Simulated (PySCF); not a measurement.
# P+: excitation energy in dyall-acv3z

Wanted: the excitation energy of phosphorus, up a ladder of methods.

Program: PySCF 2.14.0. Level of theory: unrestricted determinants in a Gaussian basis, no spin-orbit coupling in the energies. These are calculated values, not measurements, unless marked.

### 1 The system

| Quantity | Value |
| --- | --- |
| Element | phosphorus (Z = 15) |
| Basis | dyall-acv3z |
| Hamiltonian | no relativity, point nucleus |
| State 1 | P+: [Ne] 3s1 3p3, 3s spin antiparallel (an excited configuration) |
| Needed too, but not shown | P+ [Ne] 3s2 3p2 (3P) |
| Methods | UHF, LDA, PBE, PBE0, r2SCAN, TPSS, M06-2X, MN15, MP2 |
| Core shells frozen in the correlated runs | valence: [Ne]; valence and next inner shell: 1s2 (for P+) |

One driver process ran all states and methods and kept the integrals in memory. Each run is shown as a PySCF script that sums up its settings (the driver passes frozen orbitals as a list and adds second-order terms of double hybrids); the logs are those of the runs themselves. The driver starts from symmetry-adapted Hartree-Fock orbitals, holds the occupation by maximum overlap and uses a logarithmic radial grid for functionals, so a plain start would take other cycles.

The integrals over 113 functions and the set-up took 0.94 s of CPU time.

### 2 P+ [Ne] 3s1 3p3, s spin flipped: the ladder of methods

Level: UHF.

input.py reads:

```python
from pyscf import gto, scf, dft, mp, cc
import basis_set_exchange as bse
mol = gto.M(atom="P 0 0 0", charge=1, spin=2, symmetry="D2h",
            basis=gto.basis.parse(bse.get_basis("dyall-acv3z", elements=["P"], fmt="nwchem")))
mf = scf.UHF(mol)
mf.irrep_nelec = {'Ag': (2, 3), 'B1u': (2, 1), 'B2u': (2, 1), 'B3u': (2, 1)}
mf.kernel()
```

Level: LDA.

Changes to input.py:

```diff
@@ -4,3 +4,3 @@
             basis=gto.basis.parse(bse.get_basis("dyall-acv3z", elements=["P"], fmt="nwchem")))
-mf = scf.UHF(mol)
+mf = dft.UKS(mol, xc="LDA,VWN")
 mf.irrep_nelec = {'Ag': (2, 3), 'B1u': (2, 1), 'B2u': (2, 1), 'B3u': (2, 1)}
```

Level: PBE.

Changes to input.py:

```diff
@@ -4,3 +4,3 @@
             basis=gto.basis.parse(bse.get_basis("dyall-acv3z", elements=["P"], fmt="nwchem")))
-mf = dft.UKS(mol, xc="LDA,VWN")
+mf = dft.UKS(mol, xc="PBE")
 mf.irrep_nelec = {'Ag': (2, 3), 'B1u': (2, 1), 'B2u': (2, 1), 'B3u': (2, 1)}
```

Level: PBE0.

Changes to input.py:

```diff
@@ -4,3 +4,3 @@
             basis=gto.basis.parse(bse.get_basis("dyall-acv3z", elements=["P"], fmt="nwchem")))
-mf = dft.UKS(mol, xc="PBE")
+mf = dft.UKS(mol, xc="PBE0")
 mf.irrep_nelec = {'Ag': (2, 3), 'B1u': (2, 1), 'B2u': (2, 1), 'B3u': (2, 1)}
```

Level: r2SCAN.

Changes to input.py:

```diff
@@ -4,3 +4,3 @@
             basis=gto.basis.parse(bse.get_basis("dyall-acv3z", elements=["P"], fmt="nwchem")))
-mf = dft.UKS(mol, xc="PBE0")
+mf = dft.UKS(mol, xc="R2SCAN")
 mf.irrep_nelec = {'Ag': (2, 3), 'B1u': (2, 1), 'B2u': (2, 1), 'B3u': (2, 1)}
```

Level: TPSS.

Changes to input.py:

```diff
@@ -4,3 +4,3 @@
             basis=gto.basis.parse(bse.get_basis("dyall-acv3z", elements=["P"], fmt="nwchem")))
-mf = dft.UKS(mol, xc="R2SCAN")
+mf = dft.UKS(mol, xc="TPSS")
 mf.irrep_nelec = {'Ag': (2, 3), 'B1u': (2, 1), 'B2u': (2, 1), 'B3u': (2, 1)}
```

Level: M06-2X.

Changes to input.py:

```diff
@@ -4,3 +4,3 @@
             basis=gto.basis.parse(bse.get_basis("dyall-acv3z", elements=["P"], fmt="nwchem")))
-mf = dft.UKS(mol, xc="TPSS")
+mf = dft.UKS(mol, xc="M062X")
 mf.irrep_nelec = {'Ag': (2, 3), 'B1u': (2, 1), 'B2u': (2, 1), 'B3u': (2, 1)}
```

Level: MN15.

Changes to input.py:

```diff
@@ -4,3 +4,3 @@
             basis=gto.basis.parse(bse.get_basis("dyall-acv3z", elements=["P"], fmt="nwchem")))
-mf = dft.UKS(mol, xc="M062X")
+mf = dft.UKS(mol, xc="MN15")
 mf.irrep_nelec = {'Ag': (2, 3), 'B1u': (2, 1), 'B2u': (2, 1), 'B3u': (2, 1)}
```

Level: MP2 (valence).

Changes to input.py:

```diff
@@ -4,4 +4,5 @@
             basis=gto.basis.parse(bse.get_basis("dyall-acv3z", elements=["P"], fmt="nwchem")))
-mf = dft.UKS(mol, xc="MN15")
+mf = scf.UHF(mol)
 mf.irrep_nelec = {'Ag': (2, 3), 'B1u': (2, 1), 'B2u': (2, 1), 'B3u': (2, 1)}
 mf.kernel()
+mp.UMP2(mf, frozen=5).kernel()
```

### 3 P+ [Ne] 3s1 3p3, s spin flipped, continued

Level: MP2 (valence and next inner shell).

Changes to input.py since step 2:

```diff
@@ -7,2 +7,2 @@
 mf.kernel()
-mp.UMP2(mf, frozen=5).kernel()
+mp.UMP2(mf, frozen=1).kernel()
```

Before running it: what results should come out?

**Answer**, as computed:

| quantity | value |
| --- | --- |
| excitation energy, P+ → [Ne] 3s1 3p3, s spin flipped | UHF 12.166, MP2 (valence and next inner shell) 10.331 eV |

The methods span 3.185 eV, from LDA (8.981) to UHF (12.166). No reference value is at hand in this session. All values hold for this basis alone; no basis-set limit was taken.
